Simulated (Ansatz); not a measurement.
# TiPd2 (Immm) in Ansatz: further runs

The runs below take TiPd2 through single point, with PBEsol.

Program: Ansatz 0.2.0. These are calculated values, not measurements. Logs are shortened: lines on timing, memory, paths and dates and some standing lists are left out, and cuts for length are marked.

**1. Starting point**

It takes space group Immm (No. 71, orthorhombic). Conventional cell: a = 3.092 Å, b = 3.415 Å, c = 8.651 Å, α = 90.00°, β = 90.00°, γ = 90.00°. Around Pd (site symmetry mm2) lie 5 Ti at 2.68 to 2.96 Å and 5 Pd at 2.73 to 2.80 Å. Ti (site symmetry mmm) has 10 Pd at 2.68 to 2.96 Å as nearest neighbours.

The cell comes from a database or a generator and needn't be the stable form of this composition.

**2. Single point, PBEsol, 14.31 Å³/atom (volume scaled by 0.94)**

Contents of input.yaml:

```yaml
crystal:
  lattice:
    - [-1.5146670256, 1.6725999437, 4.2372592917]
    - [1.5146670256, -1.6725999437, 4.2372592917]
    - [1.5146670256, 1.6725999437, -4.2372592917]
  atoms:
    - { symbol: Pd, position: [0.34234387, 0.34234387, 0.0] }
    - { symbol: Pd, position: [0.65765613, 0.65765613, 0.0] }
    - { symbol: Ti, position: [0.0, 0.0, 0.0] }
kpoints:
  mp_grid: { grid: [11, 11, 11] }
scf:
  occupations: { method: fermi_dirac, width: 0.05 }
hamiltonian:
  xc: pbesol
  pseudopotentials: { kind: all_electron, lapw: { basis_error: 0.001 } }
output:
  forces: true
  stress: true
  eigenvalues: true
```

Potentials or basis: all-electron LAPW, scalar-relativistic.

The run is started by

```console
ansatz run input.yaml --threads 2 --pin off --max-ram 8192MiB --backend cpu --events-out ev --progress --plain --runs-dir out
```

The program printed:

```text
Warning: RAYON_NUM_THREADS=2 ignored (pool sized by the plan → 2); use --threads N
LAPW: plane waves up to 8.643 Å⁻¹, error target 1.0e-3 eV per atom; small_component_spin mean_spin; Ti in spheres of 1.286 Å, 12 of its electrons in bands, Dirac shells []; Pd in spheres of 1.336 Å, 28 of its electrons in bands, Dirac shells [] (how accurate: hamiltonian.pseudopotentials.lapw.basis_error, Limitations)
Engine: ansatz 0.2.0, x86_64-unknown-linux-gnu
Pseudopotentials: kind: all_electron
Pseudopotential: Pd, LAPW, valence charge 28, lapw/all_electron/scalar/gaussian/Pd, Koelling and Harmon's equation, gaussian nucleus
Pseudopotential: Ti, LAPW, valence charge 12, lapw/all_electron/scalar/gaussian/Ti, Koelling and Harmon's equation, gaussian nucleus
Functional definition: PBEsol
  exchange = pbesol_x
  correlation = pbesol_c
Crystal: 3 atoms, lattice volume = 42.939 Å³
Basis set: ecut = 284.63816975457445 eV, 471 PW (Γ), FFT grids on a1+a3, a2+a3, a3, exchange–correlation at level 2
Bands: 41, of which v1, the nominal top of the filled ones, is band 34 counted from 1 (33 counted from 0)
Symmetry: 8 space group operations
Space group: Immm (ITA 71), of the structure as read, at distance tolerance 3.5e-5 Å
k-points: 216 of 1331
Non-local potential: Pd, projectors of the file, none
Non-local potential: Ti, projectors of the file, none
Initial density: superposition of atomic densities (chi_scale 0.1, normalization cell, long waves kept (reshape's long-wave potential 0.00 eV rms))
Initial wavefunctions: plane waves of lowest kinetic energy (no species holds an atomic orbital)
Functional: x = pbesol(κ = 0.804, μ = 0.12345679012345678), c = pbesol(β = 0.046)
iter 1 solved again at ethr=6.12e-2 eV; its pass at ethr=1.00e-1 eV (dr2=4.16e1 eV) is discarded
SCF iter   1: F=—  HF=-297698.538721 eV  |F-HF|=—  |Δ(HF+E_count)|=         —  Δρ=2.05e-1  dr2=4.16e1  ethr=6.12e-2  ⟨swp⟩=2.0  Hψ=55570  notcnv=0
preconditioner: auto → Kerker (q_TF=auto, 2.946 Å⁻¹)  [metal: Δε(μ)=0.004 eV  Ē_g=5.891 eV  σ=0.050 eV  W_gap=0.02  n_scr=18 (ndim 8)  ℏωp=27.8 eV  f_vac=0.000  D(μ)=4.62/eV (n_scr^D=68)]
SCF iter   2: F=—  HF=-297716.608801 eV  |F-HF|=—  |Δ(HF+E_count)|=    1.81e1  Δρ=1.49e-1  dr2=1.90e1  ethr=6.12e-2  ⟨swp⟩=3.0  Hψ=25994  notcnv=0
SCF iter   3: F=—  HF=-297694.848158 eV  |F-HF|=—  |Δ(HF+E_count)|=    2.18e1  Δρ=8.40e-2  dr2=5.73e0  ethr=2.79e-2  ⟨swp⟩=2.2  Hψ=25526  notcnv=0
iter 4 solved again at ethr=8.33e-4 eV; its pass at ethr=8.43e-3 eV (dr2=5.66e-1 eV) is discarded
SCF iter   4: F=—  HF=-297690.753544 eV  |F-HF|=—  |Δ(HF+E_count)|=    4.09e0  Δρ=2.10e-2  dr2=5.67e-1  ethr=8.33e-4  ⟨swp⟩=2.0  Hψ=45093  notcnv=0
SCF iter   5: F=—  HF=-297690.772692 eV  |F-HF|=—  |Δ(HF+E_count)|=         —  Δρ=3.67e-2  dr2=1.48e0  ethr=8.33e-4  ⟨swp⟩=2.0  Hψ=25137  notcnv=0
the basis was enlarged: its passes take 768.8 KiB over the memory plan, 2 of 2 planned eigensolver slots
SCF iter   6: F=—  HF=-297690.500856 eV  |F-HF|=—  |Δ(HF+E_count)|=   2.72e-1  Δρ=1.02e-2  dr2=1.19e-1  ethr=8.33e-4  ⟨swp⟩=2.0  Hψ=25488  notcnv=0
SCF iter   7: F=—  HF=-297690.498818 eV  |F-HF|=—  |Δ(HF+E_count)|=   2.04e-3  Δρ=9.24e-3  dr2=8.96e-2  ethr=1.74e-4  ⟨swp⟩=2.0  Hψ=26219  notcnv=0
SCF iter   8: F=—  HF=-297690.478880 eV  |F-HF|=—  |Δ(HF+E_count)|=   1.99e-2  Δρ=2.42e-3  dr2=5.79e-3  ethr=1.32e-4  ⟨swp⟩=2.0  Hψ=25597  notcnv=0
SCF iter   9: F=—  HF=-297690.478169 eV  |F-HF|=—  |Δ(HF+E_count)|=   7.10e-4  Δρ=1.53e-3  dr2=2.25e-3  ethr=8.52e-6  ⟨swp⟩=2.0  Hψ=26215  notcnv=0
SCF iter  10: F=—  HF=-297690.477633 eV  |F-HF|=—  |Δ(HF+E_count)|=   5.36e-4  Δρ=3.16e-4  dr2=9.42e-5  ethr=3.31e-6  ⟨swp⟩=2.0  Hψ=26215  notcnv=0
SCF iter  11: F=—  HF=-297690.477624 eV  |F-HF|=—  |Δ(HF+E_count)|=   9.02e-6  Δρ=1.93e-4  dr2=3.60e-5  ethr=1.39e-7  ⟨swp⟩=2.0  Hψ=26216  notcnv=0
SCF iter  12: F=—  HF=-297690.477615 eV  |F-HF|=—  |Δ(HF+E_count)|=   9.49e-6  Δρ=2.33e-5  dr2=2.30e-7  ethr=5.30e-8  ⟨swp⟩=2.0  Hψ=26215  notcnv=0
SCF iter  13: F=-297690.477615 eV  HF=-297690.477615 eV  |F-HF|=5.64e-8  |Δ(HF+E_count)|=   2.19e-8  Δρ=6.65e-6  dr2=2.54e-8  ethr=3.38e-10  ⟨swp⟩=2.0  Hψ=26215  notcnv=0
SCF 1 converged in 13 iterations: F = -297690.477615 eV  dr2 = 2.54e-8
SCF converged after 13 iterations
Free energy (F): -297690.477615 eV
Harris-Foulkes:  -297690.477615 eV  (|F-HF|=5.64e-8)
Internal energy: -297690.465636 eV  (E = F + TS)
E sigma→0 (E₀):  -297690.471625 eV
Entropy (-TS):   -0.011978 eV (-3.993 meV/atom)
Fermi energy:    20.889825 eV
--- Per-component energies (eV) ---
  E_band       = -6412.633501
  E_kinetic    = 309869.303525
  E_xc         = -8834.953494
  E_electrostatic = -598724.815668  (all electrons and nuclei)
  E_smearing   = -0.011978  (= −TS)
  E_closure    = 0.000000  (closes the sum)
  E_atoms      = -297672.450639  (free atoms, spherical and without spin; not in F)
  Σ components = -297690.477615   (vs F -297690.477615, Δ=0.00e0)
  Basis errors (estimates in eV, not in F): energy 2.2e-4 per atom: plane waves 1.8e-4 (9.5e-5 summed), levels above the bands 1.0e-71, relativity 1.8e-8, radial functions 3.4e-5, core shells 7.5e-7; eigenvalues (radial functions only) 7.0e-7; not estimated: angular momenta, meshes, grids; target (lapw.basis_error) 1.0e-3; muffin-tin radii Ti 1.286 Å, Pd 1.336 Å
--- Forces (eV/Å), atoms counted from 1 ---
  atom   1  Pd    -0.00000000     0.00000000    -0.17123105
  atom   2  Pd     0.00000000    -0.00000000     0.17123105
  atom   3  Ti    -0.00000000     0.00000000    -0.00000000
  max |Σ_I F_I| component: 4.73e-30 eV/Å
--- Stress (GPa, compression-positive) ---
        6.780705      -0.000000      -0.000000
       -0.000000       8.809005      -0.000000
       -0.000000      -0.000000       8.414412
  P = ⅓ Tr σ = 8.0014 GPa (80.014 kbar)
--- Band table (eV; the first three rows and the last of 216) ---
  k-point 0: bands = ["-304.0982", "-304.0982", "-304.0952", "-304.0952", "-304.0845", "-304.0845", "-304.0571", "-304.0571", "-304.0559", "-304.0559", "-63.7467", "-63.6949", "-36.0427", "-29.5906", "-29.5651", "-29.4829", "-29.4440", "-29.3925", "-29.3265", "-12.3913", "-12.3642", "-12.2895", "13.2995", "16.0457", "16.4185", "16.6546", "17.0379", "17.4214", "17.7074", "18.1273", "18.2519", "18.4567", "19.3514", "20.2444", "21.5311", "21.8279", "22.1661", "23.2410", "26.2781", "26.7352", "32.5333"]
  k-point 1: bands = ["-304.0982", "-304.0982", "-304.0952", "-304.0952", "-304.0845", "-304.0845", "-304.0571", "-304.0571", "-304.0559", "-304.0559", "-63.7447", "-63.6960", "-36.0403", "-29.5930", "-29.5637", "-29.4874", "-29.4460", "-29.3996", "-29.3250", "-12.3877", "-12.3706", "-12.3097", "13.5998", "16.1413", "16.5290", "16.6785", "16.9565", "17.4131", "17.6890", "17.9402", "18.1743", "18.4691", "19.0937", "20.4096", "21.7208", "21.8617", "22.2479", "23.3046", "26.6052", "26.9020", "31.3525"]
  k-point 2: bands = ["-304.0982", "-304.0982", "-304.0952", "-304.0952", "-304.0845", "-304.0845", "-304.0571", "-304.0571", "-304.0559", "-304.0559", "-63.7394", "-63.6988", "-36.0337", "-29.5970", "-29.5617", "-29.4946", "-29.4561", "-29.4169", "-29.3241", "-12.3869", "-12.3790", "-12.3624", "14.3916", "16.4045", "16.5626", "16.7595", "16.8212", "17.4279", "17.5263", "17.6563", "17.9183", "18.6973", "19.1541", "20.6276", "21.7516", "22.0014", "22.4348", "23.2085", "27.4241", "27.5299", "29.8095"]
  k-point 215: bands = ["-304.0982", "-304.0982", "-304.0952", "-304.0952", "-304.0845", "-304.0845", "-304.0571", "-304.0571", "-304.0559", "-304.0559", "-63.7316", "-63.7094", "-36.0426", "-29.5786", "-29.5127", "-29.4647", "-29.4458", "-29.4291", "-29.3774", "-12.3956", "-12.3615", "-12.3088", "15.2678", "15.3929", "15.3972", "15.8530", "16.8065", "17.6088", "17.6090", "17.9520", "18.7224", "18.9936", "19.2048", "20.1216", "21.4281", "22.8737", "22.8864", "23.0632", "23.1737", "27.8549", "29.4514"]
```

Wall time 2 min (2 threads of AMD EPYC 7R43 (Zen 3), shared host); peak memory 1.2 GiB.

What came out:

| Quantity | Value |
| --- | --- |
| Free energy | -297690.4776 eV |
| Pressure | 8.0 GPa |
| Largest force | 0.171 eV/Å |
| Band gap on the k mesh | none (metal or under the smearing width) |

**3. Single point, PBEsol, 14.62 Å³/atom (volume scaled by 0.96)**

input.yaml: that of step 2 with these lines changed.

```diff
@@ -2,5 +2,5 @@
   lattice:
-    - [-1.5146670256, 1.6725999437, 4.2372592917]
-    - [1.5146670256, -1.6725999437, 4.2372592917]
-    - [1.5146670256, 1.6725999437, -4.2372592917]
+    - [-1.5253340462, 1.6843792047, 4.267100129]
+    - [1.5253340462, -1.6843792047, 4.267100129]
+    - [1.5253340462, 1.6843792047, -4.267100129]
   atoms:
```

Potentials or basis: all-electron LAPW, scalar-relativistic.

The run is started by

```console
ansatz run input.yaml --threads 2 --pin off --max-ram 8192MiB --backend cpu --events-out ev --progress --plain --runs-dir out
```

Run time: 81 s. Hardware: 2 threads of AMD EPYC 7R43 (Zen 3), shared host; peak memory 1.2 GiB.

The run converged. Its results:

```yaml
Free_energy: -297690.5100 eV
Pressure: 3.4 GPa
Largest_force: 0.111 eV/Å
Band_gap_on_the_k_mesh: none (metal or under the smearing width)
```

**4. Single point, PBEsol, 14.92 Å³/atom (volume scaled by 0.98)**

input.yaml: that of step 3 with these lines changed.

```diff
@@ -2,5 +2,5 @@
   lattice:
-    - [-1.5253340462, 1.6843792047, 4.267100129]
-    - [1.5253340462, -1.6843792047, 4.267100129]
-    - [1.5253340462, 1.6843792047, -4.267100129]
+    - [-1.5358539238, 1.6959959801, 4.2965293357]
+    - [1.5358539238, -1.6959959801, 4.2965293357]
+    - [1.5358539238, 1.6959959801, -4.2965293357]
   atoms:
```

The run is started by

```console
ansatz run input.yaml --threads 2 --pin off --max-ram 8192MiB --backend cpu --events-out ev --progress --plain --runs-dir out
```

Wall time 1.7 min (2 threads of AMD EPYC 7R43 (Zen 3), shared host); peak memory 1.2 GiB.

It converged, with:

```yaml
Free_energy: -297690.5178 eV
Pressure: -0.6 GPa
Largest_force: 0.054 eV/Å
Band_gap_on_the_k_mesh: none (metal or under the smearing width)
```

**5. Single point, PBEsol, 15.23 Å³/atom**

input.yaml: that of step 4 with these lines changed.

```diff
@@ -2,5 +2,5 @@
   lattice:
-    - [-1.5358539238, 1.6959959801, 4.2965293357]
-    - [1.5358539238, -1.6959959801, 4.2965293357]
-    - [1.5358539238, 1.6959959801, -4.2965293357]
+    - [-1.54623163, 1.70745576, 4.32556082]
+    - [1.54623163, -1.70745576, 4.32556082]
+    - [1.54623163, 1.70745576, -4.32556082]
   atoms:
```

The run is started by

```console
ansatz run input.yaml --threads 2 --pin off --max-ram 8192MiB --backend cpu --events-out ev --progress --plain --runs-dir out
```

It took 1.9 min on 2 threads of AMD EPYC 7R43 (Zen 3), shared host; peak memory 1.2 GiB.

The run converged. Its results:

* Free energy: -297690.5038 eV
* Pressure: -4.2 GPa
* Band gap on the k mesh: none (metal or under the smearing width)

**6. Single point, PBEsol, 15.53 Å³/atom (volume scaled by 1.02)**

input.yaml: that of step 5 with these lines changed.

```diff
@@ -2,5 +2,5 @@
   lattice:
-    - [-1.54623163, 1.70745576, 4.32556082]
-    - [1.54623163, -1.70745576, 4.32556082]
-    - [1.54623163, 1.70745576, -4.32556082]
+    - [-1.556471873, 1.7187637436, 4.354207753]
+    - [1.556471873, -1.7187637436, 4.354207753]
+    - [1.556471873, 1.7187637436, -4.354207753]
   atoms:
```

Potentials or basis: all-electron LAPW, scalar-relativistic.

The run is started by

```console
ansatz run input.yaml --threads 2 --pin off --max-ram 8192MiB --backend cpu --events-out ev --progress --plain --runs-dir out
```

Wall time 1.7 min (2 threads of AMD EPYC 7R43 (Zen 3), shared host); peak memory 1.2 GiB.

Results (log left out):

| Item | Value |
| --- | --- |
| Free energy | -297690.4706 eV |
| Pressure | -7.4 GPa |
| Largest force | 0.050 eV/Å |
| Band gap on the k mesh | none (metal or under the smearing width) |

**7. Single point, PBEsol, 15.84 Å³/atom (volume scaled by 1.04)**

input.yaml: that of step 6 with these lines changed.

```diff
@@ -2,5 +2,5 @@
   lattice:
-    - [-1.556471873, 1.7187637436, 4.354207753]
-    - [1.556471873, -1.7187637436, 4.354207753]
-    - [1.556471873, 1.7187637436, -4.354207753]
+    - [-1.5665791164, 1.7299248599, 4.3824826216]
+    - [1.5665791164, -1.7299248599, 4.3824826216]
+    - [1.5665791164, 1.7299248599, -4.3824826216]
   atoms:
```

The run is started by

```console
ansatz run input.yaml --threads 2 --pin off --max-ram 8192MiB --backend cpu --events-out ev --progress --plain --runs-dir out
```

Wall time 98 s (2 threads of AMD EPYC 7R43 (Zen 3), shared host); peak memory 1.2 GiB.

The run converged. Its results:

| Item | Value |
| --- | --- |
| Free energy | -297690.4202 eV |
| Pressure | -10.2 GPa |
| Largest force | 0.097 eV/Å |
| Band gap on the k mesh | none (metal or under the smearing width) |

**8. Single point, PBEsol, 16.14 Å³/atom (volume scaled by 1.06)**

input.yaml: that of step 7 with these lines changed.

```diff
@@ -2,5 +2,5 @@
   lattice:
-    - [-1.5665791164, 1.7299248599, 4.3824826216]
-    - [1.5665791164, -1.7299248599, 4.3824826216]
-    - [1.5665791164, 1.7299248599, -4.3824826216]
+    - [-1.5765575964, 1.7409437866, 4.4103972762]
+    - [1.5765575964, -1.7409437866, 4.4103972762]
+    - [1.5765575964, 1.7409437866, -4.4103972762]
   atoms:
```

The run is started by

```console
ansatz run input.yaml --threads 2 --pin off --max-ram 8192MiB --backend cpu --events-out ev --progress --plain --runs-dir out
```

Wall time 1.7 min (2 threads of AMD EPYC 7R43 (Zen 3), shared host); peak memory 1.2 GiB.

Results (log left out):

```
Free energy            : -297690.3547 eV
Pressure               : -12.7 GPa
Largest force          : 0.142 eV/Å
Band gap on the k mesh : none (metal or under the smearing width)
```

**9. The reference run**

An earlier run on the cell as given: functional PBEsol; potentials or basis all-electron LAPW, scalar-relativistic; cutoff 272 eV (chosen from the basis error); basis error allowed 0.001 eV/atom; k mesh 11 × 11 × 11; occupations fermi-dirac, width 0.05 eV; no spin polarisation.

- Pressure: -4.2 GPa
- Band gap on the k mesh: none (metal or under the smearing width)
